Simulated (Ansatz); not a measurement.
# CH₄FISn, SMILES [CH3][SnH]([F])[I]: harmonic frequencies at the relaxed geometry

Program: Ansatz 0.2.0, Python API.

`ch4fisn_freq.py`
```python
# -*- coding: utf-8 -*-
"""Vibrations and zero-point energy of CH4FISn."""

import itertools
import warnings

import ansatz as az
from ase.data import atomic_numbers, covalent_radii
import numpy as np

BASIS = "def2-SVP"
XC = "hf"

GEOMETRY = """
C     0.04790    1.15130    0.07030
Sn    0.07530   -0.94760    0.11380
F     1.87500   -1.52990   -0.19200
I    -1.45550   -1.94640   -1.84950
H    -1.04310    1.52380    0.20670
H     0.65220    1.62710    0.85220
H     0.37610    1.55460   -0.92810
H    -0.43580   -1.49000    1.67080
"""


def main():
    warnings.simplefilter("ignore", az.DeckWarning)

    molecule = az.Crystal.molecule()
    for line in GEOMETRY.strip().splitlines():
        symbol, *xyz = line.split()
        molecule = molecule.atom(symbol, [float(v) for v in xyz])

    job = molecule.calculation().basis(gaussian=BASIS).functional(XC)
    symbols = [site.symbol for site in molecule.cartesian_sites]
    start = np.array([site.position_ang for site in molecule.cartesian_sites], dtype=float)
    r = job.relax(force_tolerance=0.003).run().report
    end = np.array(r["positions_ang"])

    # pairs closer than 1.2 times the sum of covalent radii, before or after
    radius = [covalent_radii[atomic_numbers[s]] for s in symbols]
    span = lambda where, i, j: np.linalg.norm(where[i] - where[j])
    bonded = [(i, j) for i, j in itertools.combinations(range(len(symbols)), 2) if min(span(start, i, j), span(end, i, j)) < 1.2 * (radius[i] + radius[j])]
    print("pair        before    after (A)")
    for i, j in bonded:
        print(f"{symbols[i]}{i}-{symbols[j]}{j}".ljust(10), f"{span(start, i, j):8.4f} {span(end, i, j):8.4f}")
    for first, second in list(itertools.combinations(bonded, 2)):
        shared = set(first) & set(second)
        if shared and symbols[(j := shared.pop())] != "H":
            i, k = sorted((set(first) | set(second)) - {j})
            u, v = end[i] - end[j], end[k] - end[j]
            angle = np.degrees(np.arccos(np.clip(u @ v / np.linalg.norm(u) / np.linalg.norm(v), -1, 1)))
            print(f"final angle {symbols[i]}{i}-{symbols[j]}{j}-{symbols[k]}{k}: {angle:.2f} deg")

    # frequencies need a stationary point, so they are taken at the relaxed geometry
    minimum = az.Crystal.molecule()
    for symbol, place in zip(symbols, end):
        minimum = minimum.atom(symbol, place.tolist())
    vibrating = (
        minimum.calculation()
        .basis(gaussian=BASIS)
        .functional(XC)
        .phonons(temperatures=(100, 500, 100))
    )
    vib = vibrating.run().report["vibrations"]
    sums = vib["harmonic_sums"]
    modes = [m["omega_inv_cm"] for m in sums["modes_at_gamma"] if m["rigid_motion"] == "no"]
    print("frequencies (1/cm):", " ".join(f"{w:.0f}" for w in modes))
    print("imaginary modes:", sum(w < 0 for w in modes), " zero-point energy:", round(sums["zero_point_energy_ev"], 4), "eV")
    print("T (K)   F_vib (eV)   S_vib (meV/K)   C_vib (meV/K)")
    for row in zip(sums["temperatures_k"], sums["vibrational_free_energy_ev"], vib["entropy_ev_per_k"], vib["heat_capacity_ev_per_k"]):
        print(f"{row[0]:6.1f} {row[1]:11.4f} {1000 * row[2]:13.4f} {1000 * row[3]:15.4f}")


if __name__ == "__main__":
    main()
```

Output of `python ch4fisn_freq.py`:
```text
pair        before    after (A)
C0-Sn1       2.0995   2.1367
C0-H4        1.1609   1.0894
C0-H5        1.0968   1.0898
C0-H6        1.1257   1.0889
Sn1-F2       1.9161   1.9240
Sn1-I3       2.6824   2.6980
Sn1-H7       1.7262   1.6970
final angle Sn1-C0-H4: 110.04 deg
final angle Sn1-C0-H5: 109.64 deg
final angle Sn1-C0-H6: 108.95 deg
final angle C0-Sn1-F2: 106.50 deg
final angle C0-Sn1-I3: 110.36 deg
final angle C0-Sn1-H7: 119.54 deg
final angle H4-C0-H5: 109.51 deg
final angle H4-C0-H6: 109.29 deg
final angle H5-C0-H6: 109.40 deg
final angle F2-Sn1-I3: 105.54 deg
final angle F2-Sn1-H7: 105.05 deg
final angle I3-Sn1-H7: 108.83 deg
frequencies (1/cm): 66 112 139 164 217 560 583 632 670 835 850 1352 1551 1553 2074 3194 3307 3314
imaginary modes: 0  zero-point energy: 1.3126 eV
T (K)   F_vib (eV)   S_vib (meV/K)   C_vib (meV/K)
 100.0      1.3040        0.2332          0.3123
 200.0      1.2665        0.5069          0.4937
 300.0      1.2040        0.7382          0.6526
 400.0      1.1197        0.9439          0.7784
 500.0      1.0159        1.1287          0.8782
```

Caveats:
- The frequencies are harmonic and unscaled, in a modest basis.
- def2 sets replace the cores of elements past krypton by effective core potentials.
- Timing: 3.4 min on 1 thread of Arm Neoverse V1 (shared host), peak memory 0.32 GiB.
